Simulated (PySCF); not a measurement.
# [Dy(NH3)]3+: other functionals and bases at one geometry

Aim: see how levels, charges and forces of [Dy(NH3)]3+ depend on the level of theory. The structure is generated, not taken from experiment.

Method: several levels, as the steps say, no spin–orbit coupling; program: PySCF 2.14.0.

3 further runs of the same task are left out: 2 for a known fault of the program, 1 that didn't finish.

## Step 1: Starting geometry

5 atoms, charge 3, spin multiplicity 1.

Bond lengths: Dy1–N2 2.319 Å, N2–H3 1.059 Å, N2–H4 1.059 Å, N2–H5 1.059 Å. Angles: Dy1–N2–H3 116.0°, Dy1–N2–H4 116.0°, Dy1–N2–H5 116.0°, H3–N2–H4 102.2°, H3–N2–H5 102.2°, H4–N2–H5 102.2°.

Geometry (Å):

```tsv
atom	x (Å)	y (Å)	z (Å)
Dy1	0.0000	0.0000	-0.1313
N2	0.0000	0.0000	2.1873
H3	0.9517	0.0000	2.6517
H4	-0.4759	0.8241	2.6517
H5	-0.4758	-0.8242	2.6517
```

Formal oxidation states: Dy +3. Each metal's 9 4f electrons lie in its core potential, so multiplicities, spins and levels count the valence alone. An earlier session relaxed this geometry at PBE, Dy lcecp-1-SVP with ECP55, N def2-SVP, H def2-SVP (singlet, point group C3v).

At PBE on the finer grid: E = -92.197992 Eh, HOMO -26.50 eV, LUMO -21.48 eV, Mulliken charge on Dy1 +2.41 e, largest force component 0.006 eV/Å. 

Levels to run: CAM-B3LYP; HF; revPBE; PBE0; PBE, TZVP. Hardware: 2 threads of Intel Xeon at 2.50GHz (Skylake/Cascade Lake), shared host.

## Step 2: CAM-B3LYP

run.py (the lines that set the calculation) reads:

```python
mol = gto.M(atom='''
Dy     0.00000     0.00000    -0.13134
N      0.00000     0.00000     2.18730
H      0.95166     0.00004     2.65170
H     -0.47586     0.82414     2.65170
H     -0.47580    -0.82418     2.65170''',
    basis={'Dy': 'lcecp-1-SVP', 'N': 'def2-SVP', 'H': 'def2-SVP'},
    ecp={'Dy': 'lcecp-1-SVP'},
    charge=3, spin=0)
mf = dft.RKS(mol, xc='CAMB3LYP')
mf.grids.atom_grid = (75, 302)  # f atoms: unpruned, at least (60, 302)
mf = mf.density_fit()  # fitting sets: Dy AutoAux, N def2-universal-JKFIT, H def2-universal-JKFIT
mf.conv_tol = 1e-08; mf.max_cycle = 55
mf.kernel(dm0)  # dm0: the density of the relaxed state
```

Run with:

```console
$ OMP_NUM_THREADS=2 python run.py
```

## Step 3: HF

Edit run.py (the lines that set the calculation) of step 2 so:

```diff
@@ -9,4 +9,3 @@
     charge=3, spin=0)
-mf = dft.RKS(mol, xc='CAMB3LYP')
-mf.grids.atom_grid = (75, 302)  # f atoms: unpruned, at least (60, 302)
+mf = scf.RHF(mol)
 mf = mf.density_fit()  # fitting sets: Dy AutoAux, N def2-universal-JKFIT, H def2-universal-JKFIT
```

## Step 4: revPBE

Edit run.py (the lines that set the calculation) of step 3 so:

```diff
@@ -9,3 +9,4 @@
     charge=3, spin=0)
-mf = scf.RHF(mol)
+mf = dft.RKS(mol, xc='PBE_R,PBE')
+mf.grids.atom_grid = (75, 302)  # f atoms: unpruned, at least (60, 302)
 mf = mf.density_fit()  # fitting sets: Dy AutoAux, N def2-universal-JKFIT, H def2-universal-JKFIT
```

## Step 5: PBE0

Edit run.py (the lines that set the calculation) of step 4 so:

```diff
@@ -9,3 +9,3 @@
     charge=3, spin=0)
-mf = dft.RKS(mol, xc='PBE_R,PBE')
+mf = dft.RKS(mol, xc='PBE0')
 mf.grids.atom_grid = (75, 302)  # f atoms: unpruned, at least (60, 302)
```

## Step 6: PBE, TZVP

Basis: Dy lcecp-1-TZVP with ECP55, N def2-TZVP, H def2-TZVP. 

run.py (the lines that set the calculation) reads:

```python
mol = gto.M(atom='''
Dy     0.00000     0.00000    -0.13134
N      0.00000     0.00000     2.18730
H      0.95166     0.00004     2.65170
H     -0.47586     0.82414     2.65170
H     -0.47580    -0.82418     2.65170''',
    basis={'Dy': 'lcecp-1-TZVP', 'N': 'def2-TZVP', 'H': 'def2-TZVP'},
    ecp={'Dy': 'lcecp-1-TZVP'},
    charge=3, spin=0)
mf = dft.RKS(mol, xc='PBE')
mf.grids.atom_grid = (75, 302)  # f atoms: unpruned, at least (60, 302)
mf = mf.density_fit()  # fitting sets: Dy AutoAux, N def2-universal-JKFIT, H def2-universal-JKFIT
mf.conv_tol = 1e-08; mf.max_cycle = 55
mf.kernel(dm0)  # dm0: free metal ions and neutral atoms
```

Before running it: what results should come out? Wanted: for each run, HOMO; gap; charge on Dy1; dipole; largest force.

As calculated:

| level | state | HOMO (eV) | gap (eV) | charge on Dy1 (e) | dipole (D) | largest force (eV/Å) | basis functions | time |
| --- | --- | --- | --- | --- | --- | --- | --- | --- |
| PBE (relaxed here) | singlet | -26.50 | 5.02 | 2.41 | 4.36 | 0.01 | 62 | 13 s |
| CAM-B3LYP | singlet | -29.20 | 9.92 | 2.47 | 3.85 | 0.35 | 62 | 8 s |
| HF | singlet | -31.19 | 14.45 | 2.59 | 3.15 | 1.62 | 62 | 2.4 s |
| revPBE | singlet | -26.46 | 5.03 | 2.42 | 4.30 | 0.16 | 62 | 7.1 s |
| PBE0 | singlet | -27.86 | 7.50 | 2.46 | 3.99 | 0.37 | 62 | 5.7 s |
| PBE, TZVP | singlet | -26.42 | 4.96 | 2.52 | 4.39 | 0.34 | 96 | 21 s |

Times are on 2 threads of Intel Xeon at 2.50GHz (Skylake/Cascade Lake), shared host; the first row also made further properties. The dipole of a charged species depends on the origin, so these sizes hold for this origin alone.

In one basis the HOMO–LUMO gap runs from 5.02 eV (PBE) to 14.45 eV (HF). The largest leftover force, 1.62 eV/Å with HF, stands at a geometry relaxed at another level. The Mulliken charge on Dy spans +2.41 to +2.59 e over the levels. With 4f in the core, its levels are missing from HOMO and gap. Total energies of different levels can't be compared. Spin–orbit coupling is left out throughout.
